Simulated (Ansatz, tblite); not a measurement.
# BODIPY (C13H15BF2N2): removing and adding an electron, part 1 of 3

What does removing or adding an electron cost or gain for BODIPY (C13H15BF2N2)? Each charged state is run at several levels.

Program: Ansatz 0.2.0, Gaussian basis. Level of theory: as each input shows. These are calculated values, not measurements.

Plan: charge +1 doublet, at the geometry of the singlet (PBE0-D4/def2-TZVP, PBE-D4/def2-TZVP, B3LYP-D4/def2-TZVP); charge +1 doublet, relaxed (PBE0-D4/def2-TZVP, PBE-D4/def2-TZVP); charge -1 doublet, at the geometry of the singlet (PBE0-D4/def2-TZVP, PBE-D4/def2-TZVP, B3LYP-D4/def2-TZVP); the starting singlet's energies come from earlier runs.

## 1. The geometry

The geometry is that of the singlet, from an earlier relaxation (PBE-D4/def2-SVP).

SMILES `CC1=CC(C)=[N+]2C1=Cc1c(C)cc(C)n1[B-]2(F)F`, 33 atoms, charge 0, spin multiplicity 1.

Atoms are counted from 1 here; the program's logs count them from 0.

Bond lengths: C1–C2 1.496 Å, C1–H19 1.110 Å, C1–H20 1.111 Å, C1–H21 1.107 Å, C2–C3 1.399 Å, C2–C7 1.435 Å, C3–C4 1.423 Å, C3–H22 1.097 Å, C4–C5 1.490 Å, C4–N6 1.356 Å, C5–H23 1.109 Å, C5–H24 1.109 Å, C5–H25 1.105 Å, N6–C7 1.395 Å, N6–B16 1.568 Å, C7–C8 1.398 Å, C8–C9 1.398 Å, C8–H26 1.100 Å and more. Angles: C2–C1–H19 111.9°, C2–C1–H20 111.6°, C2–C1–H21 111.1°, H19–C1–H20 106.9°, H19–C1–H21 107.7°, H20–C1–H21 107.3°, C1–C2–C3 128.2°, C1–C2–C7 126.1°, C3–C2–C7 105.7°, C2–C3–C4 108.1°, C2–C3–H22 126.9°, C4–C3–H22 125.0°, C3–C4–C5 128.6°, C3–C4–N6 109.1°, C5–C4–N6 122.3°, C4–C5–H23 110.3°, C4–C5–H24 110.4°, C4–C5–H25 111.1° and more.

As a file:

```mol
C13H15BF2N2
  3D, bonds by distance, orders not assigned

 33 35  0  0  0  0  0  0  0  0999 V2000
    2.6210   -3.0035    0.3366 C   0  0
    2.3927   -1.5398    0.1294 C   0  0
    3.3458   -0.5381   -0.0852 C   0  0
    2.6583    0.6971   -0.2529 C   0  0
    3.2260    2.0507   -0.5088 C   0  0
    1.3248    0.4805   -0.1418 N   0  0
    1.1192   -0.8792    0.0944 C   0  0
   -0.1743   -1.3868    0.2496 C   0  0
   -1.3001   -0.5620    0.1698 C   0  0
   -2.6959   -0.8726    0.2918 C   0  0
   -3.2776   -2.2278    0.5424 C   0  0
   -3.3710    0.3410    0.1225 C   0  0
   -2.4005    1.3597   -0.0958 C   0  0
   -2.6158    2.8155   -0.3287 C   0  0
   -1.1636    0.8065   -0.0662 N   0  0
    0.1966    1.5630   -0.2531 B   0  0
    0.2377    2.1667   -1.5155 F   0  0
    0.3521    2.5211    0.7568 F   0  0
    2.0393   -3.3965    1.1959 H   0  0
    2.3192   -3.5945   -0.5550 H   0  0
    3.6902   -3.2168    0.5274 H   0  0
    4.4348   -0.6625   -0.1217 H   0  0
    2.8778    2.7669    0.2629 H   0  0
    2.8619    2.4454   -1.4797 H   0  0
    4.3307    2.0230   -0.5161 H   0  0
   -0.3100   -2.4619    0.4368 H   0  0
   -4.3789   -2.1768    0.6378 H   0  0
   -3.0455   -2.9338   -0.2831 H   0  0
   -2.8800   -2.6811    1.4748 H   0  0
   -4.4556    0.5007    0.1505 H   0  0
   -3.6903    3.0698   -0.2864 H   0  0
   -2.0638    3.4121    0.4258 H   0  0
   -2.2051    3.1140   -1.3151 H   0  0
  1  2  8  0
  1 19  8  0
  1 20  8  0
  1 21  8  0
  2  3  8  0
  2  7  8  0
  3  4  8  0
  3 22  8  0
  4  5  8  0
  4  6  8  0
  5 23  8  0
  5 24  8  0
  5 25  8  0
  6  7  8  0
  6 16  8  0
  7  8  8  0
  8  9  8  0
  8 26  8  0
  9 10  8  0
  9 15  8  0
 10 11  8  0
 10 12  8  0
 11 27  8  0
 11 28  8  0
 11 29  8  0
 12 13  8  0
 12 30  8  0
 13 14  8  0
 13 15  8  0
 14 31  8  0
 14 32  8  0
 14 33  8  0
 15 16  8  0
 16 17  8  0
 16 18  8  0
M  END
```

## 2. Charge +1 doublet at the fixed geometry, PBE0-D4/def2-TZVP

File in.yaml:

```yaml
crystal:
  periodic: [false, false, false]
  atoms:
    - {symbol: C, position_ang: [2.621018, -3.003489, 0.336560]}
    - {symbol: C, position_ang: [2.392651, -1.539797, 0.129377]}
    - {symbol: C, position_ang: [3.345818, -0.538056, -0.085225]}
    - {symbol: C, position_ang: [2.658341, 0.697073, -0.252881]}
    - {symbol: C, position_ang: [3.226020, 2.050665, -0.508821]}
    - {symbol: N, position_ang: [1.324843, 0.480470, -0.141768]}
    - {symbol: C, position_ang: [1.119170, -0.879245, 0.094386]}
    - {symbol: C, position_ang: [-0.174305, -1.386802, 0.249568]}
    - {symbol: C, position_ang: [-1.300135, -0.561953, 0.169793]}
    - {symbol: C, position_ang: [-2.695929, -0.872612, 0.291831]}
    - {symbol: C, position_ang: [-3.277587, -2.227754, 0.542441]}
    - {symbol: C, position_ang: [-3.370973, 0.341010, 0.122519]}
    - {symbol: C, position_ang: [-2.400524, 1.359675, -0.095834]}
    - {symbol: C, position_ang: [-2.615776, 2.815457, -0.328739]}
    - {symbol: N, position_ang: [-1.163570, 0.806468, -0.066165]}
    - {symbol: B, position_ang: [0.196598, 1.562957, -0.253064]}
    - {symbol: F, position_ang: [0.237678, 2.166716, -1.515490]}
    - {symbol: F, position_ang: [0.352058, 2.521109, 0.756788]}
    - {symbol: H, position_ang: [2.039336, -3.396456, 1.195863]}
    - {symbol: H, position_ang: [2.319205, -3.594484, -0.554973]}
    - {symbol: H, position_ang: [3.690203, -3.216778, 0.527374]}
    - {symbol: H, position_ang: [4.434798, -0.662496, -0.121729]}
    - {symbol: H, position_ang: [2.877755, 2.766863, 0.262883]}
    - {symbol: H, position_ang: [2.861903, 2.445367, -1.479655]}
    - {symbol: H, position_ang: [4.330672, 2.023042, -0.516098]}
    - {symbol: H, position_ang: [-0.309956, -2.461913, 0.436800]}
    - {symbol: H, position_ang: [-4.378923, -2.176762, 0.637781]}
    - {symbol: H, position_ang: [-3.045509, -2.933760, -0.283117]}
    - {symbol: H, position_ang: [-2.880048, -2.681125, 1.474815]}
    - {symbol: H, position_ang: [-4.455598, 0.500666, 0.150539]}
    - {symbol: H, position_ang: [-3.690278, 3.069812, -0.286446]}
    - {symbol: H, position_ang: [-2.063807, 3.412144, 0.425800]}
    - {symbol: H, position_ang: [-2.205138, 3.114019, -1.315103]}
basis:
  gaussian: {orbitals: def2-TZVP, fitting: {mean_field: def2-universal-jkfit}}
total_charge: 1
magnetization: {spin_polarized: true, initial_magnetization: 1}
hamiltonian: {xc: pbe0, dispersion: d4}
scf: {omitted_lower_state_checks: [starts]}
output: {orbitals: {seedname: orbitals}}
```

Started as:

```
ansatz run in.yaml --threads 2 --pin off --events-out ev --progress --plain --max-ram 31744MiB --backend cuda --devices 0, --max-vram 18GiB
```

The log of the run, shortened:

```text
Functional definition: PBE0
  name "PBE0"
  cite "Adamo & Barone, J. Chem. Phys. 110, 6158 (1999) doi:10.1063/1.478522"
  cite "Perdew, Burke & Ernzerhof, Phys. Rev. Lett. 77, 3865 (1996) doi:10.1103/PhysRevLett.77.3865"
  parent pbe
[...]
1628 factors; integrals over basis functions are off by at most 1.6e0 eV
[...]
mean field -22796.69491744 eV, -837.7630860610 hartree, gradient 2.8e-5 eV, S^2 0.803830; 0 other end points of the search recorded, 0 dependent functions left out
reference -22796.69496905 eV, -837.7630879577 hartree; 65, 64 occupied and 583, 584 virtual orbitals, 1628 factors
Total energy: -22797.66362283 eV, -837.7986853275 hartree
Checks for a lower state left out: starts
```

Wall time 6.5 s (1 × H100 (card shared with other runs) with 2 threads of AMD EPYC 7R13, shared host); peak host memory 1.2 GiB.

HOMO -10.80 eV, LUMO -8.47 eV (over both spins); ⟨S²⟩ 0.804 (pure: 0.75).

## 3. Charge +1 doublet at the fixed geometry, PBE-D4/def2-TZVP

start.molden holds the orbitals of an earlier run on this state, given as this run's starting guess.

Changes to in.yaml since step 2:

```diff
@@ -37,6 +37,6 @@
 basis:
-  gaussian: {orbitals: def2-TZVP, fitting: {mean_field: def2-universal-jkfit}}
+  gaussian: {orbitals: def2-TZVP, fitting: {mean_field: def2-universal-jkfit}, initial_orbitals: start.molden}
 total_charge: 1
 magnetization: {spin_polarized: true, initial_magnetization: 1}
-hamiltonian: {xc: pbe0, dispersion: d4}
+hamiltonian: {xc: pbe, dispersion: d4}
 scf: {omitted_lower_state_checks: [starts]}
```

Same command.

The log of the run, shortened:

```text
Functional definition: PBE
  name "PBE"
  cite "Perdew, Burke & Ernzerhof, Phys. Rev. Lett. 77, 3865 (1996) doi:10.1103/PhysRevLett.77.3865"
  parent pbe
[...]
1628 factors; integrals over basis functions are off by at most 1.6e0 eV
[...]
mean field -22795.05411839 eV, -837.7027878082 hartree, gradient 5.1e-5 eV, S^2 0.760790; 0 other end points of the search recorded, 0 dependent functions left out
reference -22795.05418758 eV, -837.7027903507 hartree; 65, 64 occupied and 583, 584 virtual orbitals, 1628 factors
Total energy: -22796.17843154 eV, -837.7441055542 hartree
Checks for a lower state left out: starts
```

Run time: 5.5 s. Hardware: 1 × H100 (card shared with other runs) with 2 threads of AMD EPYC 7R13, shared host; peak host memory 1.1 GiB.

HOMO -9.82 eV, LUMO -9.25 eV (over both spins); ⟨S²⟩ 0.761 (pure: 0.75).

## 4. Charge +1 doublet at the fixed geometry, B3LYP-D4/def2-TZVP

Changes to in.yaml since step 3:

```diff
@@ -40,3 +40,3 @@
 magnetization: {spin_polarized: true, initial_magnetization: 1}
-hamiltonian: {xc: pbe, dispersion: d4}
+hamiltonian: {xc: {name: B3LYP}, dispersion: d4}
 scf: {omitted_lower_state_checks: [starts]}
```

The command is unchanged.

The log of the run, shortened:

```text
Functional definition: B3LYP
  name "B3LYP"
  cite "Stephens, Devlin, Chabalowski & Frisch, J. Phys. Chem. 98, 11623 (1994) doi:10.1021/j100096a001"
  cite "Becke, Phys. Rev. A 38, 3098 (1988) doi:10.1103/PhysRevA.38.3098"
  cite "Lee, Yang & Parr, Phys. Rev. B 37, 785 (1988) doi:10.1103/PhysRevB.37.785"
  cite "Vosko, Wilk & Nusair, Can. J. Phys. 58, 1200 (1980) doi:10.1139/p80-159"
[...]
1628 factors; integrals over basis functions are off by at most 1.6e0 eV
[...]
mean field -22822.78246600 eV, -838.7217857877 hartree, gradient 2.5e-5 eV, S^2 0.785675; 0 other end points of the search recorded, 0 dependent functions left out
reference -22822.78290695 eV, -838.7218019927 hartree; 65, 64 occupied and 583, 584 virtual orbitals, 1628 factors
Total energy: -22824.54671439 eV, -838.7866207204 hartree
Checks for a lower state left out: starts
```

Wall time 6 s (1 × H100 (card shared with other runs) with 2 threads of AMD EPYC 7R13, shared host); peak host memory 1.1 GiB.

HOMO -10.56 eV, LUMO -8.68 eV (over both spins); ⟨S²⟩ 0.786 (pure: 0.75).

## 5. Vertical ionisation energy

Charged state less starting state, singlet to doublet; the starting state's energies are those of its earlier runs.

| level | vertical ionisation energy (eV) | time |
| --- | --- | --- |
| PBE-D4/def2-TZVP | +7.22 | 10 s |
| B3LYP-D4/def2-TZVP | +7.24 | 9.3 s |
| PBE0-D4/def2-TZVP | +7.18 | 11 s |

Times add the two runs; a level without a time comes out of a correlated run.

Beside −ε(HOMO) of the starting state:

| level | −ε(HOMO) (eV) | by difference (eV) | mismatch (eV) |
| --- | --- | --- | --- |
| PBE-D4/def2-TZVP | 5.09 | 7.22 | -2.13 |
| B3LYP-D4/def2-TZVP | 5.66 | 7.24 | -1.58 |
| PBE0-D4/def2-TZVP | 5.81 | 7.18 | -1.37 |

(Continued in part 2 of 3.)
